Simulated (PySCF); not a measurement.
# C4H6Si: the cost of one run

The runs use PySCF 2.14.0, with density-fitted response routines of our own; the level of theory stands in each step. All values are computed, except where a source is named. Atoms count from 0, in the outputs and in this text.

### Step 1. The molecule as given

11 atoms, charge 0, multiplicity 1; geometry from: PBE0-D3(BJ)/def2-SVP.

Bonds of the start (Å): C0–C1 1.21, C1–C2 1.42, C2–C3 1.35, C3–Si4 1.88, C0–H5 1.07, C2–H6 1.10, C3–H7 1.10, Si4–H8 1.49, Si4–H9 1.49, Si4–H10 1.49.

### Step 2. X-ray photoelectron lines: SCAN, X2C

What the job is given:

```
{"job": {"kind": "xps"}, "charge": 0, "multiplicity": 1}
C      2.070587    -1.384348     0.343378
C      1.562216    -0.306234     0.109775
C      0.956718     0.952653    -0.162383
C     -0.376701     1.138508    -0.242533
Si    -1.638162    -0.233593    -0.008472
H      2.517468    -2.339379     0.549913
H      1.644805     1.795175    -0.309206
H     -0.724875     2.155517    -0.457276
H     -1.442852    -1.314153    -1.022129
H     -1.524409    -0.832694     1.355825
H     -3.006795     0.342601    -0.172349
```

Method: delta-SCF UKS SCAN, pcX-2 on the ionised atom, pcseg-1 elsewhere, spin-free X2C.

On the command line:

```console
$ OMP_NUM_THREADS=1 python probes_run.py task.json out
```

This one command runs all jobs of the session in turn.

Q: Estimate the wall time and peak memory of this first job on 1 thread of Arm Neoverse V1, shared host.

About 35 s, with a peak of 0.52 GiB.
